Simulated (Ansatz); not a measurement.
# NaSc (P1) in Ansatz: convergence with wavefunction cutoff

Aim: find how far wavefunction cutoff must go before the results for NaSc settle, at PBE. This setting moves, with any that are tied to it; all else stays.

Everything below comes from runs of Ansatz 0.2.0. Logs are shortened: lines on timing, memory, paths and dates and some standing lists are left out, and cuts for length are marked.

## (1) The cell of the first run

The typed cell holds 2 atoms: a = 4.169 Å, b = 4.169 Å, c = 4.169 Å, α = 48.94°, β = 48.94°, γ = 48.94°.

The cell was built by a generator and needn't be a form met in nature.

The cell isn't the ideal one: atoms moved at random, drawn with an rms of 0.05 Å.

## (2) With wavefunction cutoff 400 eV

Contents of input.yaml:

```yaml
crystal:
  lattice:
    - [1.72682371, 0.99698213, 3.66129785]
    - [-1.72682371, 0.99698213, 3.66129785]
    - [0.0, -1.99396426, 3.66129785]
  atoms:
    - { symbol: Na, position: [0.496202, 0.507614, 0.498278] }
    - { symbol: Sc, position: [0.015076, 0.008639, -0.023482] }
hamiltonian:
  xc: pbe
  pseudopotentials: { kind: paw, level: accurate }
kpoints:
  mp_grid: { grid: [7, 7, 7] }
scf:
  occupations: { method: fermi_dirac, width: 0.1 }
output:
  forces: true
  stress: true
  eigenvalues: true
basis:
  ecutwfc: "400 eV"
```

Potentials or basis: Ansatz PAW earlier set.

Command:

```
ansatz run input.yaml --threads 2 --pin off --max-ram 5632MiB --backend cpu --events-out ev --progress --plain --runs-dir out
```

What it wrote:

```text
Warning: basis.ecutwfc = 400 eV is below the records' recommended 920 eV, and the density's cutoff is lower with it unless basis.ecutrho_ratio is high enough to keep the records' density cutoff: compare with a run at a higher cutoff
Warning: RAYON_NUM_THREADS=2 ignored (pool sized by the plan → 2); use --threads N
Engine: ansatz 0.2.0, aarch64-unknown-linux-gnu
Pseudopotentials: kind: paw, level: accurate
Pseudopotential: Na, paw, valence charge 9, recommended cutoff 760 eV (high), Na.paw.azcp
Pseudopotential: Sc, paw, valence charge 11, recommended cutoff 920 eV (high), Sc.paw.azcp
Functional definition: PBE
  parameter kappa = 0.804
  parameter beta = 0.06672455060314922
  exchange = pbe_x(kappa = kappa, mu = beta*pi^2/3)
  correlation = pbe_c(beta = beta)
Crystal: 2 atoms, lattice volume = 37.820 Å³
Basis set: ecut = 400 eV, 713 PW (Γ), exchange–correlation on 64×64×64 points (8 copies of the dense FFT grid, shifted against one another)
Bands: 14, of which v1, the nominal top of the filled ones, is band 10 counted from 1 (9 counted from 0)
Symmetry: 1 space group operations
Space group: P1 (ITA 1), of the structure as read, at distance tolerance 3.4e-5 Å
k-points: 172 of 343 (time reversal used)
Non-local potential: Na, projectors of the file, l = 0: 2, l = 1: 2, l = 2: 2, l = 3: 1
Non-local potential: Sc, projectors of the file, l = 0: 2, l = 1: 2, l = 2: 2, l = 3: 1
PAW form: soft (Blöchl's): semilocal exchange-correlation on the pseudo side does not see the compensation charge
PAW one-centre angular grid: Na, 194 points (default); XC on 64 Gauss nodes
PAW one-centre angular grid: Sc, 590 points (default); XC on 64 Gauss nodes
Initial density: superposition of atomic densities (chi_scale 0.1, normalization cell, long waves kept (reshape's long-wave potential 0.00 eV rms))
Initial wavefunctions: pseudopotential atomic-orbital guess
Functional: x = pbe(κ = 0.804, μ = 0.2195149727645171), c = pbe(β = 0.06672455060314922)
SCF iter   1: F=—  HF=-3619.019403 eV  |F-HF|=—  |Δ(HF+E_count)|=         —  Δρ=3.31e-2  dr2=4.43e-1  ethr=3.10e-3  ⟨swp⟩=3.4  Hψ=9579  notcnv=0
preconditioner: auto → Kerker (q_TF=auto, 2.453 Å⁻¹)  [metal: Δε(μ)=0.043 eV  Ē_g=3.299 eV  σ=0.100 eV  W_gap=0.11  n_scr=14 (ndim 8)  ℏωp=12.1 eV  f_vac=0.000  D(μ)=2.24/eV (n_scr^D=20)]
SCF iter   2: F=—  HF=-3618.937824 eV  |F-HF|=—  |Δ(HF+E_count)|=   8.16e-2  Δρ=1.64e-2  dr2=1.18e-1  ethr=2.21e-3  ⟨swp⟩=2.0  Hψ=4325  notcnv=0
SCF iter   3: F=—  HF=-3618.921706 eV  |F-HF|=—  |Δ(HF+E_count)|=   1.61e-2  Δρ=4.96e-3  dr2=1.11e-2  ethr=5.88e-4  ⟨swp⟩=2.0  Hψ=3355  notcnv=0
SCF iter   4: F=—  HF=-3618.920166 eV  |F-HF|=—  |Δ(HF+E_count)|=   1.54e-3  Δρ=1.27e-3  dr2=5.40e-4  ethr=5.54e-5  ⟨swp⟩=1.7  Hψ=2585  notcnv=0
SCF iter   5: F=—  HF=-3618.920066 eV  |F-HF|=—  |Δ(HF+E_count)|=   1.00e-4  Δρ=4.16e-4  dr2=6.70e-5  ethr=2.70e-6  ⟨swp⟩=2.1  Hψ=3601  notcnv=0
SCF iter   6: F=—  HF=-3618.920042 eV  |F-HF|=—  |Δ(HF+E_count)|=   2.34e-5  Δρ=1.34e-4  dr2=7.68e-6  ethr=3.35e-7  ⟨swp⟩=2.0  Hψ=3280  notcnv=0
SCF iter   7: F=—  HF=-3618.920041 eV  |F-HF|=—  |Δ(HF+E_count)|=   1.51e-6  Δρ=3.24e-5  dr2=3.68e-7  ethr=3.84e-8  ⟨swp⟩=2.0  Hψ=3553  notcnv=0
SCF iter   8: F=-3618.920041 eV  HF=-3618.920041 eV  |F-HF|=1.81e-9  |Δ(HF+E_count)|=   2.45e-8  Δρ=4.86e-6  dr2=9.09e-9  ethr=5.00e-10  ⟨swp⟩=4.8  Hψ=9425  notcnv=0
SCF 1 converged in 8 iterations: F = -3618.920041 eV  dr2 = 9.09e-9
SCF converged after 8 iterations
Free energy (F): -3618.920041 eV
Harris-Foulkes:  -3618.920041 eV  (|F-HF|=1.81e-9)
Internal energy: -3618.834013 eV  (E = F + TS)
E sigma→0 (E₀):  -3618.877027 eV
Entropy (-TS):   -0.086028 eV (-43.014 meV/atom)
Fermi energy:    8.870188 eV
--- Per-component energies (eV) ---
  E_band       = -350.217425
  E_kinetic    = 672.375908
  E_local      = -2480.585751  (includes V_loc(G=0)·N_el)
  E_nonlocal   = 410.175239
  E_hartree    = 803.246483
  E_xc         = -235.295595
  E_vxc        = -304.868633  (∫ρ·V_xc dr)
  E_paw        = -1238.952522  (= ΣΔE_a)
  E_vpaw       = -253.810140  (= ΣTr[D̂ρ^β])
  E_aug_tail   = 0.000359  (compensation charges beyond the density's cutoff)
  E_ewald      = -1549.798134
  E_smearing   = -0.086028  (= −TS)
  E_closure    = 0.000000  (closes the sum)
  Σ components = -3618.920041   (vs F -3618.920041, Δ=0.00e0)
--- Forces (eV/Å), atoms counted from 1 ---
  atom   1  Na     0.08170728     0.16743776    -0.04466223
  atom   2  Sc    -0.08170856    -0.16744040     0.04466262
  max |Σ_I F_I| component: 2.64e-6 eV/Å
--- Stress (GPa, compression-positive) ---
       16.494340      -0.019055      -0.066194
       -0.019055      16.427551       0.043435
       -0.066194       0.043435      24.942352
  P = ⅓ Tr σ = 19.2881 GPa (192.881 kbar)
--- Band table (eV; the first three rows and the last of 172) ---
  k-point 0: bands = ["-43.8539", "-40.8292", "-19.5868", "-19.3570", "-19.3566", "-15.7613", "-15.6883", "-15.6875", "3.7865", "8.6812", "10.1367", "10.1387", "10.8518", "10.8540"]
  k-point 1: bands = ["-43.8522", "-40.8263", "-19.5784", "-19.3871", "-19.3614", "-15.7558", "-15.6715", "-15.6650", "4.2146", "8.8825", "9.8376", "10.4284", "10.5613", "10.7864"]
  k-point 2: bands = ["-43.8488", "-40.8199", "-19.5625", "-19.4602", "-19.3777", "-15.7683", "-15.6934", "-15.6809", "5.3828", "9.1425", "9.2426", "10.3498", "10.5994", "11.1858"]
  k-point 171: bands = ["-43.8457", "-40.8146", "-19.5566", "-19.5250", "-19.3910", "-15.7773", "-15.7009", "-15.6873", "7.1415", "8.6316", "8.9559", "10.5545", "10.7714", "11.9791"]
```

It took 4.1 s on 2 threads of Arm Neoverse V1, shared host; peak memory 0.38 GiB.

Results:

| Property | Result |
| --- | --- |
| Free energy | -3618.9200 eV |
| Pressure | 19.3 GPa |
| Largest force | 0.192 eV/Å |
| Band gap on the k mesh | none (metal or under the smearing width) |

## (3) With wavefunction cutoff 500 eV

Changes to input.yaml since step 2:

```diff
@@ -20,2 +20,2 @@
 basis:
-  ecutwfc: "400 eV"
+  ecutwfc: "500 eV"
```

Potentials or basis: Ansatz PAW earlier set.

Command:

```
ansatz run input.yaml --threads 2 --pin off --max-ram 5632MiB --backend cpu --events-out ev --progress --plain --runs-dir out
```

Wall time 6 s (2 threads of Arm Neoverse V1, shared host); peak memory 0.42 GiB.

Results:

- Free energy: -3619.7320 eV
- Pressure: 19.6 GPa
- Largest force: 0.190 eV/Å
- Band gap on the k mesh: none (metal or under the smearing width)

## (4) With wavefunction cutoff 600 eV

Changes to input.yaml since step 3:

```diff
@@ -20,2 +20,2 @@
 basis:
-  ecutwfc: "500 eV"
+  ecutwfc: "600 eV"
```

Command:

```
ansatz run input.yaml --threads 2 --pin off --max-ram 5632MiB --backend cpu --events-out ev --progress --plain --runs-dir out
```

Run time: 7.5 s. Hardware: 2 threads of Arm Neoverse V1, shared host; peak memory 0.47 GiB.

What came out:

| Quantity | Value |
| --- | --- |
| Free energy | -3619.8143 eV |
| Pressure | 19.7 GPa |
| Largest force | 0.190 eV/Å |
| Band gap on the k mesh | none (metal or under the smearing width) |

## (5) With wavefunction cutoff 700 eV

Changes to input.yaml since step 4:

```diff
@@ -20,2 +20,2 @@
 basis:
-  ecutwfc: "600 eV"
+  ecutwfc: "700 eV"
```

Command:

```
ansatz run input.yaml --threads 2 --pin off --max-ram 5632MiB --backend cpu --events-out ev --progress --plain --runs-dir out
```

It took 10 s on 2 threads of Arm Neoverse V1, shared host; peak memory 0.52 GiB.

What came out:

- Free energy: -3619.8189 eV
- Pressure: 19.7 GPa
- Largest force: 0.190 eV/Å
- Band gap on the k mesh: none (metal or under the smearing width)

## (6) With wavefunction cutoff 850 eV

Changes to input.yaml since step 5:

```diff
@@ -20,2 +20,2 @@
 basis:
-  ecutwfc: "700 eV"
+  ecutwfc: "850 eV"
```

Potentials or basis: Ansatz PAW earlier set.

Command:

```
ansatz run input.yaml --threads 2 --pin off --max-ram 5632MiB --backend cpu --events-out ev --progress --plain --runs-dir out
```

Run time: 11 s. Hardware: 2 threads of Arm Neoverse V1, shared host; peak memory 0.6 GiB.

Results (log left out):

| Item | Value |
| --- | --- |
| Free energy | -3619.8192 eV |
| Pressure | 19.7 GPa |
| Largest force | 0.190 eV/Å |
| Band gap on the k mesh | none (metal or under the smearing width) |

## (7) With wavefunction cutoff 1000 eV

Changes to input.yaml since step 6:

```diff
@@ -20,2 +20,2 @@
 basis:
-  ecutwfc: "850 eV"
+  ecutwfc: "1000 eV"
```

Command:

```
ansatz run input.yaml --threads 2 --pin off --max-ram 5632MiB --backend cpu --events-out ev --progress --plain --runs-dir out
```

Wall time 13 s (2 threads of Arm Neoverse V1, shared host); peak memory 0.61 GiB.

It converged, with:

* Free energy: -3619.8194 eV
* Pressure: 19.7 GPa
* Largest force: 0.190 eV/Å
* Band gap on the k mesh: none (metal or under the smearing width)

## (8) With wavefunction cutoff 1200 eV

Changes to input.yaml since step 7:

```diff
@@ -20,2 +20,2 @@
 basis:
-  ecutwfc: "1000 eV"
+  ecutwfc: "1200 eV"
```

Command:

```
ansatz run input.yaml --threads 2 --pin off --max-ram 5632MiB --backend cpu --events-out ev --progress --plain --runs-dir out
```

Wall time 19 s (2 threads of Arm Neoverse V1, shared host); peak memory 0.72 GiB.

It converged, with:

```yaml
Free_energy: -3619.8196 eV
Pressure: 19.7 GPa
Largest_force: 0.190 eV/Å
Band_gap_on_the_k_mesh: none (metal or under the smearing width)
```

## (9) With wavefunction cutoff 1400 eV

Changes to input.yaml since step 8:

```diff
@@ -20,2 +20,2 @@
 basis:
-  ecutwfc: "1200 eV"
+  ecutwfc: "1400 eV"
```

Potentials or basis: Ansatz PAW earlier set.

Command:

```
ansatz run input.yaml --threads 2 --pin off --max-ram 5632MiB --backend cpu --events-out ev --progress --plain --runs-dir out
```

It took 23 s on 2 threads of Arm Neoverse V1, shared host; peak memory 0.86 GiB.

Results (log left out):

* Free energy: -3619.8197 eV
* Pressure: 19.7 GPa
* Largest force: 0.190 eV/Å
* Band gap on the k mesh: none (metal or under the smearing width)

## (10) With wavefunction cutoff 1700 eV

Changes to input.yaml since step 9:

```diff
@@ -20,2 +20,2 @@
 basis:
-  ecutwfc: "1400 eV"
+  ecutwfc: "1700 eV"
```

Command:

```
ansatz run input.yaml --threads 2 --pin off --max-ram 5632MiB --backend cpu --events-out ev --progress --plain --runs-dir out
```

Run time: 29 s. Hardware: 2 threads of Arm Neoverse V1, shared host; peak memory 1.1 GiB.

It converged, with:

```
Free energy            : -3619.8198 eV
Pressure               : 19.7 GPa
Largest force          : 0.190 eV/Å
Band gap on the k mesh : none (metal or under the smearing width)
```

## (11) Result

```tsv
wavefunction cutoff	energy less the tightest run, at zero smearing (meV/atom)	pressure (GPa)	SCF cycles	CPU time (s)	peak memory (GiB)
400 eV	449.76	19.29	8	8	0.38
500 eV	43.95	19.64	8	12	0.42
600 eV	2.80	19.66	8	15	0.47
700 eV	0.48	19.65	8	20	0.52
850 eV	0.32	19.66	8	22	0.6
1000 eV	0.20	19.66	8	26	0.61
1200 eV	0.12	19.66	8	38	0.72
1400 eV	0.06	19.66	8	44	0.86
1700 eV	0.00	19.66	8	58	1.1
```

Against the tightest run, the energy stays within 1 meV/atom from 700 eV on; the pressure stays within 0.1 GPa from 500 eV on. The tightest run that finished is the yardstick and may itself not be fully converged.
